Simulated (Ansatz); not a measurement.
**CdH2 (fluorite type): Wannier inputs, tried as typed**

Aim: run 2 Wannier inputs for CdH2 (fluorite type) as typed, and read from each log whether it ends well.

Method: plane waves, PAW; the settings change from run to run, as each input shows, in Ansatz 0.2.0.

2 further runs of the same task are left out: 2 that didn't finish. Runs told in other sessions of the task aren't counted.

### Step 1. The system as given

It takes space group Fm-3m (No. 225, cubic). The conventional cell has a = 5.054 Å, b = 5.054 Å, c = 5.054 Å, α = 90.00°, β = 90.00°, γ = 90.00°. Cd (site symmetry m-3m) has 8 H at 2.19 Å in its first shell of neighbours. H (site symmetry -43m) has 4 Cd at 2.19 Å in its first shell of neighbours.

Structure file:

```xyz
3
Lattice="0.0000 2.5272 2.5272 2.5272 0.0000 2.5272 2.5272 2.5272 0.0000" Properties=species:S:1:pos:R:3 pbc="T T T"
Cd    0.0000    0.0000    0.0000
H     1.2636    1.2636    1.2636
H     3.7908    3.7908    3.7908
```

The cell was relaxed beforehand with r2SCAN; those runs aren't shown.

### Step 2. Try 1

input.yaml reads:

```yaml
crystal:
  lattice:
    - [0.0, 2.5271675656, 2.5271675656]
    - [2.5271675656, 0.0, 2.5271675656]
    - [2.5271675656, 2.5271675656, 0.0]
  atoms:
    - { symbol: Cd, position: [0.0, 0.0, 0.0] }
    - { symbol: H, position: [0.25, 0.25, 0.25] }
    - { symbol: H, position: [0.75, 0.75, 0.75] }
kpoints:
  mp_grid: { grid: [8, 8, 8] }
  band_path:
    path:
      - [[0.0, 0.0, 0.0], [0.5, 4.763362980664e-34, 0.5], [0.625, 0.25, 0.625]]
      - [[0.375, 0.375, 0.75], [0.0, 0.0, 0.0], [0.5, 0.5, 0.5], [0.5, 0.25, 0.75], [0.5, 4.763362980664e-34, 0.5]]
    npoints: 10
hamiltonian:
  xc: pbe
scf:
  occupations: { method: fermi_dirac, width: 0.02 }
  n_extra_bands: 6
output:
  forces: false
  stress: false
  eigenvalues: true
  wannier:
    kmesh: [6, 6, 6]
    projections: [{ species: Cd, l: d, shell: 4 }]
    minimise: true
    write_hr: true
    conv_tol: 1.0e-08
    max_iter: 1000
    disentanglement: { window: [-15.77, 14.04] }
```

Command:

```console
$ ansatz run input.yaml --threads 4 --pin off --max-ram 3686MiB --backend cpu --events-out ev --progress --plain --runs-dir out
```

What it wrote (excerpt; [...] marks lines left out):

```text
Warning: RAYON_NUM_THREADS=4 ignored (pool sized by the plan → 4); use --threads N
scf.n_extra_bands = 6 over 11 filled bands (N_el = 22.0): the run solves 17 bands
[...]
Pseudopotentials: kind: paw
Pseudopotential: Cd, paw, valence charge 20, recommended cutoff 420 eV (normal), Cd.paw.azcp
Pseudopotential: H, paw, valence charge 1, recommended cutoff 420 eV (normal), H.paw.azcp
Functional definition: PBE
[...]
Crystal: 3 atoms, lattice volume = 32.280 Å³
Basis set: ecut = 420 eV, 609 PW (Γ)
Bands: 17, of which v1, the nominal top of the filled ones, is band 11 counted from 1 (10 counted from 0)
Symmetry: 48 space group operations
Space group: Fm-3m (ITA 225), of the structure as read, at distance tolerance 3.2e-5 Å
k-points: 29 of 512
[...]
SCF iter   1: F=—  HF=-8284.502220 eV  |F-HF|=—  |Δ(HF+E_count)|=         —  Δρ=2.07e-3  dr2=9.29e-4  ethr=1.77e-3  ⟨swp⟩=5.3  Hψ=2329  notcnv=0  defer=1
[...]
SCF iter   6: F=-8284.503234 eV  HF=-8284.503234 eV  |F-HF|=4.07e-10  |Δ(HF+E_count)|=   9.13e-8  Δρ=1.83e-6  dr2=1.07e-9  ethr=4.17e-11  ⟨swp⟩=4.3  Hψ=1699  notcnv=0
[...]
NSCF: frozen V_eff on 62 k-points
NSCF: frozen V_eff on 19 k-points
the Wannier pass solved 19 of the 216 points of its mesh, and has the states at the others by symmetry: states obtained by the crystal's operations at points that were solved too leave a residual of 4.22e-13 eV (read by the count's bands and the next), within 4.17e-6 eV
SCF converged after 6 iterations
Free energy (F): -8284.503234 eV
[...]
E sigma→0 (E₀):  -8284.501993 eV
Entropy (-TS):   -0.002483 eV (-0.828 meV/atom)
Fermi energy:    9.536328 eV
[...]
--- Band table (eV; the first three rows and the last of 29) ---
  k-point 0: bands = ["-93.0367", "-54.1046", "-54.1046", "-54.1046", "-0.0488", "0.8376", "0.8376", "0.8376", "1.1050", "1.1050", "9.8272", "20.1218", "20.1218", "20.1218", "20.1677", "21.8085", "21.8085"]
[...]
Wannier search: line search 1 of at most 1000: gauge-dependent spread (as the search counts it) 0.0047746 Å², largest recent change 1.4e-5 Å² and fall left 2.7e-11 Å² against conv_tol 1.0e-8 Å², 0 stops escaped
```

Run time: 1 s. Hardware: 4 threads of Arm Neoverse V2, shared host; peak memory 0.28 GiB.

The windows are typed on the program's own energy scale, on which the last band filled by count tops at 9.83 eV (the bands overlap, so it is not filled everywhere).

The head of wannier.spreads.toml:

```toml
omega_i_ang2 = 2.801024660928647
omega_d_ang2 = 0.00000000000000000001458687669627463
omega_od_ang2 = 0.0029375921234980687
omega_total_ang2 = 2.803962253052145
least_projectability = 0.9829227803779289
b_vectors_match_mmn = true
n_iter = 34
converged = true
rejected_fitted_steps = 1
dis_converged = true
dis_n_iter = 133
dis_n_moved = 0
```

The functions (centres in Å, on-site energies from the highest level of the last filled band):

```csv
n,x,y,z,spread (Å²),on-site (eV),nearest atoms,distance (Å)
1,0.000,0.000,0.000,0.561,-8.772,Cd1,0.00
2,0.000,0.000,0.000,0.560,-8.775,Cd1,0.00
3,0.000,0.000,0.000,0.561,-8.773,Cd1,0.00
4,0.000,0.000,0.000,0.561,-8.774,Cd1,0.00
5,0.000,0.000,0.000,0.561,-8.772,Cd1,0.00
```

Along the path each interpolated band stays within 0.17, 0.16, 0.11, 0.08, 0.18 eV of the nearest computed level, from the lowest band up; bands outside the frozen window needn't match, and between the mesh's points a coarse mesh lets the others stray too.

### Step 3. Try 2

input.yaml: that of step 2 with these lines changed.

```diff
@@ -27,3 +27,6 @@
     kmesh: [6, 6, 6]
-    projections: [{ species: Cd, l: d, shell: 4 }]
+    projections:
+      - { species: H, l: s, shell: 1 }
+      - { species: Cd, l: s, shell: 5 }
+      - { species: Cd, l: p, shell: 5 }
     minimise: true
@@ -32,2 +35,2 @@
     max_iter: 1000
-    disentanglement: { window: [-15.77, 14.04] }
+    disentanglement: { window: [-15.22, 28.51], frozen_window: [4.45, 11.83] }
```

Command:

```console
$ ansatz run input.yaml --threads 4 --pin off --max-ram 3686MiB --backend cpu --events-out ev --progress --plain --runs-dir out
```

What it wrote (excerpt; [...] marks lines left out):

```text
Warning: RAYON_NUM_THREADS=4 ignored (pool sized by the plan → 4); use --threads N
Cd: the file doesn't list 5p, so it is added from the neutral free atom; the dataset's partial waves leave at most 1.3e-2 of an orbital's norm unspanned inside its sphere
scf.n_extra_bands = 6 over 11 filled bands (N_el = 22.0): the run solves 17 bands
[...]
[... 4 set-up lines as earlier in the session ...]
[...]
Crystal: 3 atoms, lattice volume = 32.280 Å³
Basis set: ecut = 420 eV, 609 PW (Γ)
Bands: 17, of which v1, the nominal top of the filled ones, is band 11 counted from 1 (10 counted from 0)
[... 2 set-up lines as earlier in the session ...]
k-points: 29 of 512
[...]
NSCF: frozen V_eff on 19 k-points
the Wannier pass solved 19 of the 216 points of its mesh, and has the states at the others by symmetry: states obtained by the crystal's operations at points that were solved too leave a residual of 4.15e-13 eV (read by the count's bands and the next), within 4.17e-6 eV
SCF converged after 6 iterations
Free energy (F): -8284.503234 eV
[...]
E sigma→0 (E₀):  -8284.501993 eV
Entropy (-TS):   -0.002483 eV (-0.828 meV/atom)
Fermi energy:    9.536328 eV
[...]
--- Band table (eV; the first three rows and the last of 29) ---
  k-point 0: bands = ["-93.0367", "-54.1046", "-54.1046", "-54.1046", "-0.0488", "0.8376", "0.8376", "0.8376", "1.1050", "1.1050", "9.8272", "20.1218", "20.1218", "20.1218", "20.1677", "21.8085", "21.8085"]
[...]
Wannier search: line search 1 of at most 1000: gauge-dependent spread (as the search counts it) 4.3877236 Å², largest recent change 1.7e0 Å² and fall left 2.3e-2 Å² against conv_tol 1.0e-8 Å², 0 stops escaped
WARN: <dir> 72 periodic images of 72 elements of H(R) lie 4.88e-4 to 1.95e-3 Å beyond their element's nearest image, near the 9.77e-4 Å window within which an element is shared among its images; whether they share it moves the interpolated H(k) by 7.0e-3 eV (Frobenius norm, root mean [...]
```

Run time: 2.3 s. Hardware: 4 threads of Arm Neoverse V2, shared host; peak memory 0.38 GiB.

The windows are typed on the program's own energy scale, on which the last band filled by count tops at 9.83 eV (the bands overlap, so it is not filled everywhere).

The head of wannier.spreads.toml:

```toml
omega_i_ang2 = 9.789941688951444
omega_d_ang2 = 0.03330213329134223
omega_od_ang2 = 2.386487458674964
omega_total_ang2 = 12.209731280917751
least_projectability = 0.8279003688083715
b_vectors_match_mmn = true
n_iter = 62
converged = true
rejected_fitted_steps = 1
dis_converged = true
dis_n_iter = 113
dis_n_moved = 0
dis_level_miss = 0.01059382256338405
```

The functions (centres in Å, on-site energies from the highest level of the last filled band):

```csv
n,x,y,z,spread (Å²),on-site (eV),nearest atoms,distance (Å)
1,1.264,1.264,1.264,1.303,0.759,H2,0.00
2,3.791,3.791,3.791,1.319,0.864,H3,0.00
3,-0.420,-0.421,-0.428,2.397,3.731,Cd1,0.73
4,-0.426,0.420,0.424,2.397,3.731,Cd1,0.73
5,0.425,0.426,-0.418,2.397,3.731,Cd1,0.73
6,0.421,-0.425,0.422,2.397,3.731,Cd1,0.73
```

Along the path each interpolated band stays within 0.25, 0.04, 0.55, 0.75, 0.78, 2.43 eV of the nearest computed level, from the lowest band up; bands outside the frozen window needn't match, and between the mesh's points a coarse mesh lets the others stray too.

Misses of an eV or more mean that the model does not follow those bands.

### Step 4. How the runs ended

| try | settings | ended | result | time |
| --- | --- | --- | --- | --- |
| 1 | PBE, 5 functions, 6×6×6, window -15.77 to 14.04 eV | converged | spread 2.80 Å² | 1 s |
| 2 | PBE, 6 functions, 6×6×6, window -15.22 to 28.51 eV, frozen 4.45 to 11.83 eV | converged | spread 12.21 Å² | 2.3 s |

**Reading.** 2 converged. Over the sound inputs the mean spread of a function spans 0.56 to 2.03 Å². These numbers test the settings; they aren't properties of the solid.
